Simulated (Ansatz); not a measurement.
# CH5ClNSTa: taking an electron away

The task here is to estimate one member of a computed series from the others.

Program: Ansatz 0.2.0, Gaussian basis. Level of theory: unrestricted cation, the program's frozen cores in correlated methods. These are calculated values, not measurements.

Levels to be run: UKS PBE-D4/def2-TZVPP; UKS r2SCAN-D4/def2-TZVPP; UKS PBE0-D4/def2-TZVPP; UKS B3LYP-D4/def2-TZVPP; UKS wB97X-V/def2-TZVPP; UKS wB97M-V/def2-TZVPP; UKS B2PLYP/def2-TZVPP; UHF-CCSD(T)/def2-TZVPP; UHF-MP2/def2-QZVPP; extrapolation to the limit; then −ε(HOMO) from the neutral's earlier runs with LDA (SPW92), PBE-D4, revPBE-D4, BLYP-D4, r2SCAN-D4, B97M-V, PBE0-D4, B3LYP-D4, r2SCANh-D4, r2SCAN0-D4, HSE06-D4, BHLYP-D4, CAM-B3LYP-D4, LC-ωPBE, ωB97X-V, ωB97M-V.

### The geometry

The geometry comes from an earlier relaxation with PBE0-D4 in a triple-zeta def2 set; it is a stationary point, not always the lowest conformer. Ta takes the def2 core potential; no spin-orbit term is included.

SMILES `[CH3][Ta]([NH2])(=[S])[Cl]`, 10 atoms, charge 0, spin multiplicity 1.

Atoms are counted from 1 here; the program's logs count them from 0.

Bond lengths: C1–Ta2 2.142 Å, C1–H6 1.097 Å, C1–H7 1.093 Å, C1–H8 1.096 Å, Ta2–N3 1.950 Å, Ta2–S4 2.154 Å, Ta2–Cl5 2.304 Å, N3–H9 1.013 Å, N3–H10 1.009 Å. Angles: Ta2–C1–H6 110.1°, Ta2–C1–H7 112.6°, Ta2–C1–H8 109.2°, H6–C1–H7 108.6°, H6–C1–H8 108.4°, H7–C1–H8 107.9°, C1–Ta2–N3 105.4°, C1–Ta2–S4 105.6°, C1–Ta2–Cl5 107.7°, N3–Ta2–S4 107.3°, N3–Ta2–Cl5 114.7°, S4–Ta2–Cl5 115.4°, Ta2–N3–H9 123.0°, Ta2–N3–H10 126.4°, H9–N3–H10 110.5°.

Geometry (Å):

```xyz
10

C    -1.42925   -0.61032   -0.01669
Ta    0.34919    0.44749   -0.57205
N     1.59455    0.17823    0.90473
S     1.13988   -0.60619   -2.27563
Cl   -0.23332    2.64456   -0.95105
H    -1.85285   -0.17978    0.89898
H    -1.24881   -1.67491    0.14974
H    -2.17015   -0.51509   -0.81886
H     1.49246    0.63515    1.80260
H     2.44160   -0.37034    0.88123
```

The first run:

in.yaml

```yaml
crystal:
  periodic: [false, false, false]
  atoms:
    - {symbol: C, position_ang: [-1.429252, -0.610323, -0.016686]}
    - {symbol: Ta, position_ang: [0.349193, 0.447493, -0.572054]}
    - {symbol: N, position_ang: [1.594549, 0.178229, 0.904726]}
    - {symbol: S, position_ang: [1.139876, -0.606193, -2.275629]}
    - {symbol: Cl, position_ang: [-0.233319, 2.644556, -0.951054]}
    - {symbol: H, position_ang: [-1.852851, -0.179776, 0.898981]}
    - {symbol: H, position_ang: [-1.248809, -1.674906, 0.149741]}
    - {symbol: H, position_ang: [-2.170147, -0.515089, -0.818857]}
    - {symbol: H, position_ang: [1.492459, 0.635153, 1.802598]}
    - {symbol: H, position_ang: [2.441602, -0.370344, 0.881235]}
basis:
  gaussian: {orbitals: def2-TZVPP}
total_charge: 1
magnetization: {spin_polarized: true, initial_magnetization: 1}
hamiltonian: {xc: pbe, dispersion: d4}
```

Launch:

```sh
$ ansatz run in.yaml --threads 2 --pin off --events-out ev --progress --plain --max-ram 32768MiB --backend cuda --devices 0, --max-vram 18GiB
```

Among the steps run: Cation, UKS PBE-D4/def2-TZVPP; Cation, UKS r2SCAN-D4/def2-TZVPP; Cation, UKS PBE0-D4/def2-TZVPP; Cation, UKS B3LYP-D4/def2-TZVPP; Cation, UKS wB97X-V/def2-TZVPP; Cation, UKS wB97M-V/def2-TZVPP; Cation, UKS B2PLYP (frozen core)/def2-TZVPP; Cation, UHF-CCSD(T)/def2-TZVPP; Cation, UHF-MP2/def2-QZVPP.

One table of the session follows, with a row left open; its other results are not shown here.

It belongs to the step «Ionisation energies side by side». Orbital estimates, from the neutral's runs:

```
  functional  −ε(HOMO) (eV)
 LDA (SPW92)           6.58
      PBE-D4           6.42
   revPBE-D4           6.36
     BLYP-D4              ?
   r2SCAN-D4           6.69
      B97M-V           6.70
     PBE0-D4           7.57
    B3LYP-D4           7.31
  r2SCANh-D4           7.11
  r2SCAN0-D4           7.74
    HSE06-D4           7.17
    BHLYP-D4           8.52
CAM-B3LYP-D4           8.80
     LC-ωPBE          10.15
     ωB97X-V           9.81
     ωB97M-V           9.67
```

Estimate the missing values for BLYP-D4.

Worked estimate for «−ε(HOMO) (eV)». Against the share of exact exchange, B3LYP-D4 (0.2, 7.31), BHLYP-D4 (0.5, 8.52) give a slope of 4.03 per unit share; at 0 the line stands at 6.50.

The run gave: −ε(HOMO) (eV): 6.23. In «−ε(HOMO) (eV)» the line misses by +0.27.
